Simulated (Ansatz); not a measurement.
# CH₄AlIn: one species, many methods

The task here is to estimate one member of a computed series from the others.

Computed with Ansatz 0.2.0, Gaussian basis. Level: functionals in def2-TZVPP, the program's frozen cores in correlated methods.

The runs, in order: LDA (SPW92), PBE-D4, revPBE-D4, BLYP-D4, r2SCAN-D4, B97M-V, PBE0-D4, B3LYP-D4, r2SCANh-D4, r2SCAN0-D4, HSE06-D4, BHLYP-D4, CAM-B3LYP-D4, LC-ωPBE, ωB97X-V, ωB97M-V, B2PLYP, PBE-QIDH; CCSD(T)/def2-SVP; CCSD(T)/def2-TZVPP; MP2/def2-QZVPP; extrapolation to the limit; RPA on PBE.

### The relaxed structure

An earlier PBE0-D4 in a triple-zeta def2 set relaxation fixed the geometry. In takes the def2 core potential; no spin-orbit term is included.

SMILES `[CH2]1[AlH][InH]1`, 7 atoms, charge 0, spin multiplicity 1.

Atoms are counted from 1 here; the program's logs count them from 0.

Bond lengths: C1–Al2 1.874 Å, C1–In3 2.440 Å, C1–H4 1.102 Å, C1–H5 1.092 Å, Al2–In3 2.543 Å, Al2–H6 1.584 Å, In3–H7 1.731 Å. Angles: Al2–C1–In3 70.8°, Al2–C1–H4 120.2°, Al2–C1–H5 127.0°, In3–C1–H4 79.7°, In3–C1–H5 142.8°, H4–C1–H5 107.9°, C1–Al2–In3 65.0°, C1–Al2–H6 138.7°, In3–Al2–H6 138.8°, C1–In3–Al2 44.1°, C1–In3–H7 117.5°, Al2–In3–H7 161.6°.

Set-up of the first run:

The input, in.yaml:

```yaml
crystal:
  periodic: [false, false, false]
  atoms:
    - {symbol: C, position_ang: [-0.613015, 0.132395, -0.657388]}
    - {symbol: Al, position_ang: [-0.455152, 0.915124, 1.037937]}
    - {symbol: In, position_ang: [1.229336, -0.924358, 0.544100]}
    - {symbol: H, position_ang: [-0.896869, -0.927592, -0.754821]}
    - {symbol: H, position_ang: [-0.866209, 0.635268, -1.593011]}
    - {symbol: H, position_ang: [-0.487615, 2.358350, 1.689006]}
    - {symbol: H, position_ang: [2.089523, -2.189186, -0.265833]}
basis:
  gaussian: {orbitals: def2-TZVPP}
hamiltonian: {xc: lda}
output: {orbitals: {seedname: orbitals}}
```

Command:

```sh
$ ansatz run in.yaml --threads 2 --pin off --events-out ev --progress --plain --max-ram 4352MiB
```

Among the steps run: LDA; PBE-D4 (GGA); revPBE-D4 (GGA); BLYP-D4 (GGA); r2SCAN-D4 (meta-GGA); B97M-V (meta-GGA); PBE0-D4 (hybrid); B3LYP-D4 (hybrid); r2SCANh-D4 (hybrid); r2SCAN0-D4 (hybrid); HSE06-D4 (hybrid); BHLYP-D4 (hybrid); CAM-B3LYP-D4 (range-separated); LC-ωPBE (range-separated); ωB97X-V (range-separated); ωB97M-V (range-separated); B2PLYP (double hybrid); PBE-QIDH (double hybrid).

One of the session's tables, all rows but one given; the rest of the session is left out.

It belongs to the step «Frontier levels by functional». 

```
  functional  HOMO (eV)  LUMO (eV)  gap (eV)
 LDA (SPW92)      -5.06      -3.08      1.97
      PBE-D4      -4.90      -2.87      2.03
   revPBE-D4      -4.84      -2.78      2.06
     BLYP-D4      -4.76      -2.76      1.99
   r2SCAN-D4      -5.06      -2.72      2.34
      B97M-V      -5.03      -2.83      2.20
     PBE0-D4          ?          ?         ?
    B3LYP-D4      -5.56      -2.36      3.19
  r2SCANh-D4      -5.36      -2.47      2.90
  r2SCAN0-D4      -5.83      -2.09      3.73
    HSE06-D4      -5.33      -2.53      2.80
    BHLYP-D4      -6.40      -1.44      4.96
CAM-B3LYP-D4      -6.81      -1.27      5.54
     LC-ωPBE      -7.93      -0.28      7.65
     ωB97X-V      -7.68      -0.36      7.32
     ωB97M-V      -7.60      -0.55      7.05
```

**Question.** Estimate the row for PBE0-D4.

As computed: HOMO (eV): -5.71; LUMO (eV): -2.17; gap (eV): 3.54. In the column «HOMO (eV)» it lies between r2SCAN0-D4 (-5.83) and B3LYP-D4 (-5.56).
